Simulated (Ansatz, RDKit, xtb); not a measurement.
# CH9NOSSi2: which of the isomers drawn lies lowest?, part 2 of 2

A sample of isomers of CH9NOSSi2 is drawn. Aim: find which of them has the lowest free energy at 298.15 K, then its properties. The sample is small against all isomers, and the most stable one of this formula need not be in it.

xtb, Ansatz and PySCF; isolated molecules.

**10. c469d at MP2/def2-TZVPP**

input.yaml

```yaml
crystal:
  periodic: [false, false, false]
  atoms:
    - symbol: C
      position_ang: [2.217815, 0.284383, 0.963394]
    - symbol: "N"
      position_ang: [-0.561036, -1.446717, 1.922565]
    - symbol: O
      position_ang: [1.076083, 0.772792, 1.636241]
    - symbol: S
      position_ang: [-1.117837, 0.188537, -0.630222]
    - symbol: Si
      position_ang: [-0.469925, 0.211683, 1.430950]
    - symbol: Si
      position_ang: [0.395459, -2.275370, 3.130130]
    - symbol: H
      position_ang: [2.049558, 0.222568, -0.126458]
    - symbol: H
      position_ang: [2.507549, -0.718796, 1.325269]
    - symbol: H
      position_ang: [3.055969, 0.972432, 1.151317]
    - symbol: H
      position_ang: [-1.296035, 1.168210, 2.202692]
    - symbol: H
      position_ang: [-1.451205, 1.499861, -0.648774]
    - symbol: H
      position_ang: [-1.275179, -2.002267, 1.455124]
    - symbol: H
      position_ang: [-0.481519, -3.129587, 3.984089]
    - symbol: H
      position_ang: [1.073931, -1.246107, 3.962752]
    - symbol: H
      position_ang: [1.436740, -3.162145, 2.525419]
basis:
  gaussian:
    orbitals: def2-TZVPP
correlation:
  method: mp2
  frozen_orbitals: {Si: 5, O: 1, H: 0, S: 5, "N": 1, C: 1}
```

Command:

```console
$ ansatz run input.yaml --threads 2 --pin off --max-ram 5220MiB --events-out events.jsonl --progress --plain --runs-dir runs
```

What it wrote:

```text
Warning: RAYON_NUM_THREADS=2 ignored (pool sized by the plan → 2); use --threads N
Functional definition: HF
  name "HF"
  exchange = exact_x
  correlation = 0
1993 factors; integrals over basis functions are off by at most 1.1e-3 eV
mean field evaluation 1: about -31234.6983 eV, gradient 4.7e1 eV
mean field evaluation 2: about -31235.0858 eV, gradient 4.7e1 eV
mean field evaluation 4: about -31240.1144 eV, gradient 4.9e0 eV
mean field evaluation 8: about -31240.2087 eV, gradient 3.7e-1 eV
mean field -31240.20936227 eV, -1148.0565186890 hartree, gradient 8.7e-6 eV, S^2 0.000000; 0 other end points of the search recorded, 0 dependent functions left out
18 core orbitals not correlated: weight in the atoms' cores, before any rotation towards them, 1.000 or more for the frozen orbitals, at most 0.000 for the correlated occupied ones
reference -31240.20936227 eV, -1148.0565186890 hartree; 19, 19 occupied and 308, 308 virtual orbitals, 1993 factors
second order -28.51595667 eV of doubles, -0.00000000 eV of singles
Total energy: -31268.72531895 eV, -1149.1044607680 hartree
```

Run time: 17 s. Hardware: 2 threads of Intel Xeon Platinum 8259CL at 2.50GHz (Skylake/Cascade Lake), shared host; peak memory 1.2 GiB.

**11. c245b at CCSD(T)/def2-SVP**

input.yaml

```yaml
crystal:
  periodic: [false, false, false]
  atoms:
    - {symbol: C, position_ang: [-1.054785, 0.949959, 4.445894]}
    - {symbol: "N", position_ang: [0.636600, 0.854368, 0.674942]}
    - {symbol: O, position_ang: [-0.646340, 1.183492, 3.119304]}
    - {symbol: S, position_ang: [0.809194, -0.145419, -2.406012]}
    - {symbol: Si, position_ang: [0.493739, 0.283394, 2.302395]}
    - {symbol: Si, position_ang: [-0.360578, 0.458467, -0.694275]}
    - {symbol: H, position_ang: [-1.459361, -0.071364, 4.583154]}
    - {symbol: H, position_ang: [-1.849901, 1.666889, 4.704041]}
    - {symbol: H, position_ang: [-0.225758, 1.087298, 5.166431]}
    - {symbol: H, position_ang: [0.064588, -1.144299, 2.281437]}
    - {symbol: H, position_ang: [1.820447, 0.426046, 2.970077]}
    - {symbol: H, position_ang: [1.322831, 1.592275, 0.525090]}
    - {symbol: H, position_ang: [-1.132223, 1.614810, -1.225792]}
    - {symbol: H, position_ang: [-1.276683, -0.614737, -0.225053]}
    - {symbol: H, position_ang: [1.416968, -1.174219, -1.769288]}
basis:
  gaussian:
    orbitals: def2-SVP
correlation:
  method: ccsd_t
  frozen_orbitals: {Si: 5, O: 1, H: 0, S: 5, "N": 1, C: 1}
magnetization:
  spin_polarized: false
  initial_magnetization: 0
```

Command:

```console
$ ansatz run input.yaml --threads 2 --pin off --max-ram 5220MiB --events-out events.jsonl --progress --plain --runs-dir runs
```

What it wrote, shortened:

```text
Warning: RAYON_NUM_THREADS=2 ignored (pool sized by the plan → 2); use --threads N
[... 2 set-up lines as earlier in the session ...]
[...]
1373 factors; integrals over basis functions are off by at most 1.3e-3 eV
[...]
mean field -31224.99096597 eV, -1147.4972529405 hartree, gradient 2.4e-6 eV, S^2 0.000000; 0 other end points of the search recorded, 0 dependent functions left out
18 core orbitals not correlated: weight in the atoms' cores, before any rotation towards them, 1.000 or more for the frozen orbitals, at most 0.000 for the correlated occupied ones
reference -31224.99096597 eV, -1147.4972529405 hartree; 19, 19 occupied and 104, 104 virtual orbitals, 1373 factors
second order -22.29750306 eV of doubles, -0.00000000 eV of singles
cycle   1  -23.54853134 eV  change    -1.3e0 eV  update   1.1e-1
[...]
cycle   8  -24.33954039 eV  change    2.1e-5 eV  update   4.4e-5
perturbative correction -0.63756640 eV, -0.0234301330 hartree
Total energy: -31249.96807276 eV, -1148.4151446849 hartree
```

Wall time 27 s (2 threads of Intel Xeon Platinum 8259CL at 2.50GHz (Skylake/Cascade Lake), shared host); peak memory 0.99 GiB.

**12. Free energies and the winner**

Energies in kcal/mol from c469d; G adds the thermal terms to the CCSD(T)/def2-SVP + MP2/def2-TZVPP - MP2/def2-SVP energy. The columns left of the relaxed level are at the tight-binding geometries.

| label | SMILES | spin | GFN2-xTB | HF/STO-3G | r2SCAN-D4/def2-SVP | B3LYP-D3(BJ)/def2-SVP | HF/def2-SVP | MP2/def2-SVP | CCSD(T)/def2-SVP + MP2/def2-TZVPP - MP2/def2-SVP | G | share at equilibrium | T1 |
| --- | --- | --- | --- | --- | --- | --- | --- | --- | --- | --- | --- | --- |
| c469d | CO[Si@@H](S)N[SiH3] | singlet | 0.0 | 0.0 | 0.0 | 0.0 | 0.0 | 0.0 | 0.0 | 0.0 | 92.5 % | 0.011 |
| c245b | CO[SiH2]N[SiH2]S | singlet | -3.9 | 1.0 | 3.0 | 2.0 | 0.3 | 1.6 | 1.4 | 1.5 | 7.5 % | 0.011 |
| c063c | CO[SiH2]N([SiH3])S | singlet | 23.2 | 27.9 | 41.9 | 38.9 | 41.3 | 40.2 | 40.3 | 38.9 | < 0.1 % | 0.012 |

Lowest found: c469d, `CO[Si@@H](S)N[SiH3]`, a singlet. Bond lengths: C1–O3 1.412 Å, N2–Si5 1.732 Å, O3–Si5 1.657 Å, S4–Si5 2.161 Å, N2–Si6 1.749 Å, C1–H7 1.104 Å, C1–H8 1.105 Å, C1–H9 1.101 Å, Si5–H10 1.481 Å, S4–H11 1.353 Å, N2–H12 1.018 Å, Si6–H13 1.493 Å, Si6–H14 1.488 Å, Si6–H15 1.495 Å. Some angles: C1–O3–Si5 125.3°, N2–Si5–O3 109.8°, N2–Si5–S4 104.2°, O3–Si5–S4 113.7°, Si5–N2–Si6 128.4°, O3–C1–H7 111.5°, O3–C1–H8 111.7°, O3–C1–H9 108.5°, N2–Si5–H10 116.2°, O3–Si5–H10 103.7°.

```xyz
15

C     2.2178    0.2844    0.9634
N    -0.5610   -1.4467    1.9226
O     1.0761    0.7728    1.6362
S    -1.1178    0.1885   -0.6302
Si   -0.4699    0.2117    1.4309
Si    0.3955   -2.2754    3.1301
H     2.0496    0.2226   -0.1265
H     2.5075   -0.7188    1.3253
H     3.0560    0.9724    1.1513
H    -1.2960    1.1682    2.2027
H    -1.4512    1.4999   -0.6488
H    -1.2752   -2.0023    1.4551
H    -0.4815   -3.1296    3.9841
H     1.0739   -1.2461    3.9628
H     1.4367   -3.1621    2.5254
```

**13. Results**

This closing draws on all 2 parts.

| quantity | value |
| --- | --- |
| lowest structure found | CO[Si@@H](S)N[SiH3], singlet |
| next finalist | CO[SiH2]N[SiH2]S, singlet, 1.5 kcal/mol higher in G |
| share at equilibrium, among the finalists | 92.5 % |
| funnel | 16 starts, 15 minima at GFN2-xTB, 8 screening runs, 3 relaxed, 3 ranked |
| CPU time of all runs | 23 min |

**Reading.** `CO[Si@@H](S)N[SiH3]` comes out lowest. Its margin of 1.5 kcal/mol is inside the likely error of CCSD(T)/def2-SVP + MP2/def2-TZVPP - MP2/def2-SVP with harmonic terms (about 1.5 kcal/mol), so the order of the first two is not settled. HF/STO-3G, r2SCAN-D4/def2-SVP, B3LYP-D3(BJ)/def2-SVP, HF/def2-SVP and MP2/def2-SVP already put its bonding pattern lowest among the structures in one piece; GFN2-xTB favours the singlet CO[SiH2]N[SiH2]S (c245c, not a finalist). The largest share of the time went into the relaxations (76 %). 5 minima inside the window were never screened. The search is not exhaustive (a finite list of starts, one conformer a finalist), so a lower isomer can't be ruled out. Only 4 drawn patterns were tried, so whole families of isomers are missing, and the result ranks this sample alone. The lowest isomer need not be the one that is made and kept in a bottle, which depends on barriers.
